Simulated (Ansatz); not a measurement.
# TiN: the cost of one run

Computed with Ansatz 0.2.0 (DFT PBEsol, scalar-relativistic, plane waves, PAW, unless a step's input says otherwise).

24 further runs of the same task are left out: 24 set aside as unsound or not needed. Runs told in other sessions of the task aren't counted.

## (1) The structure to begin with

It takes space group Fm-3m (No. 225, cubic). Conventional cell: a = 4.259 Å, b = 4.259 Å, c = 4.259 Å, α = 90.00°, β = 90.00°, γ = 90.00°. Ti (site symmetry m-3m) has 6 N at 2.13 Å in its first shell of neighbours. N (site symmetry m-3m) is surrounded by 6 Ti at 2.13 Å.

Coordinates:

```cif
data_structure
_symmetry_space_group_name_H-M 'P 1'
_symmetry_Int_Tables_number 1
_cell_length_a 3.0117
_cell_length_b 3.0117
_cell_length_c 3.0117
_cell_angle_alpha 60.000
_cell_angle_beta 60.000
_cell_angle_gamma 60.000
_cell_volume 19.32
loop_
_atom_site_label
_atom_site_type_symbol
_atom_site_fract_x
_atom_site_fract_y
_atom_site_fract_z
_atom_site_occupancy
Ti1 Ti 0.00000 0.00000 0.00000 1
N1 N 0.50000 0.50000 0.50000 1
```

## (2) Volume 9.658 Å³ an atom, total moment held at 0.750 muB a cell

input.yaml

```yaml
crystal:
  lattice:
    - [0.0, 2.1295887, 2.1295887]
    - [2.1295887, 0.0, 2.1295887]
    - [2.1295887, 2.1295887, 0.0]
  atoms:
    - { symbol: Ti, position: [0.0, 0.0, 0.0], spin: 0.75 }
    - { symbol: "N", position: [0.5, 0.5, 0.5] }
basis:
  ecutwfc: 520.0
kpoints:
  mp_grid: { grid: [20, 20, 20] }
hamiltonian:
  xc: pbesol
  pseudopotentials: { kind: paw, azcp: { folder: soft_1 } }
scf:
  occupations: { method: gaussian, width: 0.15 }
  lower_state_search: "off"
output:
  forces: true
  stress: true
  eigenvalues: true
  populations: true
magnetization:
  spin_polarized: true
  initial_magnetization: 0.75
  spin_locking: { lock_magnetization: hard }
```

Run with:

```
> ansatz run input.yaml --threads 2 --pin off --max-ram 4096MiB --backend cpu --events-out ev --progress --plain --runs-dir out
```

Q: Estimate wall time and peak memory on 2 threads of Arm Neoverse N1, shared host.

About 17 s, with a peak of 0.44 GiB.
